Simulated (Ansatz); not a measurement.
**C2H6OSn: a ladder of functionals and wavefunction methods**

The task here is to estimate one member of a computed series from the others.

Method: functionals in def2-TZVPP, the program's frozen cores in correlated methods; program: Ansatz 0.2.0, Gaussian basis.

The runs, in order: PBE-D4, r2SCAN-D4, PBE0-D4, B3LYP-D4, ωB97X-V, ωB97M-V, B2PLYP; CCSD(T)/def2-TZVPP; MP2/def2-QZVPP; extrapolation to the limit.

**The geometry**

All runs share one geometry, relaxed beforehand with PBE0-D4 in a triple-zeta def2 set. Sn takes the def2 core potential; no spin-orbit term is included.

SMILES `[CH3][SnH]1[CH2][O]1`, 10 atoms, charge 0, spin multiplicity 1.

Atoms are counted from 1 here; the program's logs count them from 0.

Bond lengths: C1–Sn2 2.142 Å, C1–H5 1.090 Å, C1–H6 1.089 Å, C1–H7 1.090 Å, Sn2–C3 2.178 Å, Sn2–O4 2.163 Å, Sn2–H8 1.716 Å, C3–O4 1.323 Å, C3–H9 1.096 Å, C3–H10 1.097 Å. Angles: Sn2–C1–H5 108.8°, Sn2–C1–H6 109.2°, Sn2–C1–H7 109.9°, H5–C1–H6 109.8°, H5–C1–H7 109.7°, H6–C1–H7 109.4°, C1–Sn2–C3 116.8°, C1–Sn2–O4 98.7°, C1–Sn2–H8 110.9°, C3–Sn2–O4 35.5°, C3–Sn2–H8 115.0°, O4–Sn2–H8 98.1°, Sn2–C3–O4 71.7°, Sn2–C3–H9 112.8°, Sn2–C3–H10 112.1°, O4–C3–H9 119.1°, O4–C3–H10 119.1°, H9–C3–H10 114.3° and more.

As a file:

```xyz
10
C2H6OSn
C    -0.95003    1.50581    0.00934
Sn    0.77246    0.28281   -0.34467
C     0.76759   -1.70327    0.54855
O    -0.19578   -1.65155   -0.35742
H    -1.68806    1.30548   -0.76674
H    -1.36659    1.26327    0.98590
H    -0.66860    2.55878   -0.01380
H     1.23200    0.33431   -1.99681
H     1.67918   -2.27053    0.32667
H     0.50093   -1.67631    1.61198
```

The first run:

Contents of in.yaml:

```yaml
crystal:
  periodic: [false, false, false]
  atoms:
    - {symbol: C, position_ang: [-0.950029, 1.505808, 0.009337]}
    - {symbol: Sn, position_ang: [0.772456, 0.282813, -0.344669]}
    - {symbol: C, position_ang: [0.767593, -1.703270, 0.548549]}
    - {symbol: O, position_ang: [-0.195784, -1.651545, -0.357417]}
    - {symbol: H, position_ang: [-1.688059, 1.305476, -0.766738]}
    - {symbol: H, position_ang: [-1.366591, 1.263265, 0.985897]}
    - {symbol: H, position_ang: [-0.668600, 2.558785, -0.013798]}
    - {symbol: H, position_ang: [1.232003, 0.334305, -1.996808]}
    - {symbol: H, position_ang: [1.679179, -2.270531, 0.326672]}
    - {symbol: H, position_ang: [0.500933, -1.676307, 1.611976]}
basis:
  gaussian: {orbitals: def2-TZVPP}
hamiltonian: {xc: pbe, dispersion: d4}
output: {forces: true, orbitals: {seedname: orbitals}}
```

On the command line:

```bash
> ansatz run in.yaml --threads 4 --pin off --events-out ev --progress --plain --max-ram 10444MiB
```

Among the steps run: PBE-D4 (GGA); r2SCAN-D4 (meta-GGA); PBE0-D4 (hybrid); B3LYP-D4 (hybrid); ωB97X-V (range-separated); ωB97M-V (range-separated); B2PLYP (double hybrid); CCSD(T) in def2-TZVPP; MP2 in def2-QZVPP.

One table of the session follows, with a row left open; its other results are not shown here.

It belongs to the step «Atomisation energies». 

```
            method  atomisation energy (kJ/mol)
            PBE-D4                       3475.4
         r2SCAN-D4                       3409.0
           PBE0-D4                            ?
          B3LYP-D4                       3385.1
           ωB97X-V                       3386.5
           ωB97M-V                       3380.1
            B2PLYP                       3351.3
     HF/def2-TZVPP                       2324.9
    MP2/def2-TZVPP                       3349.9
   CCSD/def2-TZVPP                       3243.9
CCSD(T)/def2-TZVPP                       3314.0
           MP2/CBS                       3447.2
       CCSD(T)/CBS                       3411.3
```

Q: Estimate the row for PBE0-D4 from the others.

The run gave: atomisation energy (kJ/mol): 3386.2. In the column «atomisation energy (kJ/mol)» it lies between B3LYP-D4 (3385.1) and ωB97X-V (3386.5).
